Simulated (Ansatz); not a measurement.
# NiS: further runs on the relaxed cell

An exercise on one series of results from a longer session: the logs are not shown, and one member is left open.

Program: Ansatz 0.2.0. Level of theory: DFT PBEsol, scalar-relativistic, plane waves, PAW. These are calculated values, not measurements.

2 further runs of the same task are left out: 2 set aside as unsound or not needed.

**The structure to begin with**

It takes space group P6_3/mmc (No. 194, hexagonal). Conventional cell: a = 3.405 Å, b = 3.405 Å, c = 5.074 Å, α = 90.00°, β = 90.00°, γ = 120.00°. Around Ni (site symmetry -3m) lie 6 S at 2.34 Å and 2 Ni at 2.54 Å. Around S (site symmetry -6m2) lie 6 Ni at 2.34 Å.

Coordinates:

```xyz
4
Lattice="3.4054 0.0000 0.0000 -1.7027 2.9492 0.0000 0.0000 0.0000 5.0736" Properties=species:S:1:pos:R:3 pbc="T T T"
Ni    0.0000    0.0000    0.0000
Ni    0.0000    0.0000    2.5368
S     0.0000    1.9661    1.2684
S     1.7027    0.9831    3.8052
```

It is the result of an earlier relaxation at this level (volume 12.74 Å³/atom; gap on the mesh: none (metal)).

Set-up of the first run:

The input, input.yaml:

```yaml
crystal:
  lattice:
    - [3.4054407578, 0.0, 0.0]
    - [-1.7027203789, 2.9491982074, 0.0]
    - [0.0, 0.0, 5.0735635063]
  atoms:
    - { symbol: Ni, position: [0.0, 0.0, 0.0] }
    - { symbol: Ni, position: [0.0, 0.0, 0.5] }
    - { symbol: S, position: [0.3333333333, 0.6666666667, 0.25] }
    - { symbol: S, position: [0.6666666667, 0.3333333333, 0.75] }
basis:
  ecutwfc: 420
kpoints:
  mp_grid: { grid: [12, 12, 8] }
  band_path:
    path:
      - [[0.0, 0.0, 0.0], [0.5, 0.0, 0.0], [0.33333333, 0.33333333, 0.0], [0.0, 0.0, 0.0], [0.0, 0.0, 0.5], [0.5, 0.0, 0.5], [0.33333333, 0.33333333, 0.5], [0.0, 0.0, 0.5]]
      - [[0.5, 0.0, 0.5], [0.5, 0.0, 0.0]]
      - [[0.33333333, 0.33333333, 0.5], [0.33333333, 0.33333333, 0.0]]
    npoints: 14
hamiltonian:
  xc: pbesol
scf:
  occupations: { method: gaussian, width: 0.1 }
  n_extra_bands: 10
output:
  forces: true
  stress: true
  eigenvalues: true
  populations: true
  dos: { projected: true, de: 0.02, nscf_kmesh: { grid: [18, 18, 12] } }
  bader: true
  write_density: true
  write_potential: true
  elf: true
  volumetric_format: npy
```

The run is started by

```console
> ansatz run input.yaml --threads 1 --pin off --max-ram 2560MiB --backend cpu --events-out ev --progress --plain --runs-dir out
```

Steps of the session up to this table: Static run: bands, density of states and charges; The cell scaled to 0.97 of its volume; The cell scaled to 1.03 of its volume; Volume × 0.94; Volume × 1.06.

One table of the session follows, with a row left open; its other results are not shown here.

It belongs to the step «Equation of state». 

| volume (Å³/atom) | energy above the lowest point (meV/atom) | pressure (GPa) |
| --- | --- | --- |
| 11.975 | 25.7 | 11.46 |
| 12.357 | 6.0 | 5.24 |
| 12.739 | 0.0 | 0.00 |
| 13.121 | ? | ? |
| 13.503 | 20.6 | -8.13 |

**Question.** Estimate the row for volume (Å³/atom) = 13.121.

Worked estimate for «energy above the lowest point (meV/atom)». A straight line through the neighbours (12.739, 0.0) and (13.503, 20.6) gives 0.0 + (20.6 − 0.0) × (13.121 − 12.739) / (13.503 − 12.739) = 10.3; a parabola fitted to 3 rows on both sides gives 4.9.

The run gave: energy above the lowest point (meV/atom): 5.5; pressure (GPa): -4.41. In «energy above the lowest point (meV/atom)» the line misses by +4.8 and the parabola by -0.6.

Caveats from the session: Spin polarisation is off in the runs that give these values; a magnetic solution could lie lower.
